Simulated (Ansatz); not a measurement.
# Te3WCl2: the cost of one run

Program: Ansatz 0.2.0. Level of theory: DFT PBE, scalar-relativistic, plane waves, PAW. These are calculated values, not measurements.

1 further run of the same task is left out (set aside as unsound or not needed).

### 1 The system as given

It takes space group R-3m (No. 166, trigonal). Conventional cell: a = 6.379 Å, b = 6.379 Å, c = 15.905 Å, α = 90.00°, β = 90.00°, γ = 120.00°. Te (site symmetry 2/m) has 4 Te at 3.19 Å and 2 W at 3.23 Å as nearest neighbours. W (site symmetry -3m) has 6 Te at 3.23 Å and 6 Cl at 3.75 Å as nearest neighbours. Cl (site symmetry 3m) has 9 Te at 3.74 to 3.82 Å and 3 W at 3.75 Å and 4 Cl at 3.91 to 3.94 Å as nearest neighbours.

As a file:

```cif
data_structure
_symmetry_space_group_name_H-M 'P 1'
_symmetry_Int_Tables_number 1
_cell_length_a 6.4553
_cell_length_b 6.4553
_cell_length_c 6.4553
_cell_angle_alpha 59.218
_cell_angle_beta 59.218
_cell_angle_gamma 59.218
_cell_volume 186.83
loop_
_atom_site_label
_atom_site_type_symbol
_atom_site_fract_x
_atom_site_fract_y
_atom_site_fract_z
_atom_site_occupancy
Te1 Te 0.00000 0.50000 0.50000 1
Te2 Te 0.50000 0.50000 0.00000 1
Te3 Te 0.50000 0.00000 0.50000 1
W1 W 0.50000 0.50000 0.50000 1
Cl1 Cl 0.12304 0.12304 0.12304 1
Cl2 Cl 0.87696 0.87696 0.87696 1
```

A structure generator made this guess: species swapped into a database cell of Y2NiRu3 (R-3m, No. 166), with Cl on the Y sites, W on the Ni sites and Te on the Ru sites. Its size is a rough estimate.

### 2 The guess as it stands, on a coarse mesh

Input file input.yaml:

```yaml
crystal:
  lattice:
    - [3.18946233, 1.84143693, 5.30168863]
    - [-3.18946233, 1.84143693, 5.30168863]
    - [0.0, -3.68287387, 5.30168863]
  atoms:
    - { symbol: Te, position: [0.0, 0.5, 0.5] }
    - { symbol: Te, position: [0.5, 0.5, 0.0] }
    - { symbol: Te, position: [0.5, 0.0, 0.5] }
    - { symbol: W, position: [0.5, 0.5, 0.5] }
    - { symbol: Cl, position: [0.12303883, 0.12303883, 0.12303883] }
    - { symbol: Cl, position: [0.87696117, 0.87696117, 0.87696117] }
basis:
  ecutwfc: 420
kpoints:
  mp_grid: { grid: [3, 3, 3] }
hamiltonian:
  xc: pbe
scf:
  occupations: { method: gaussian, width: 0.1 }
  lower_state_search: "off"
output:
  forces: true
  stress: true
  eigenvalues: true
```

Run with:

```
> ansatz run input.yaml --threads 1 --pin off --max-ram 2560MiB --backend cpu --events-out ev --progress --plain --runs-dir out
```

What time and memory should one allow on 1 thread of Intel Xeon 6975P-C (Granite Rapids), shared host?

About 2.1 s, with a peak of 0.5 GiB.
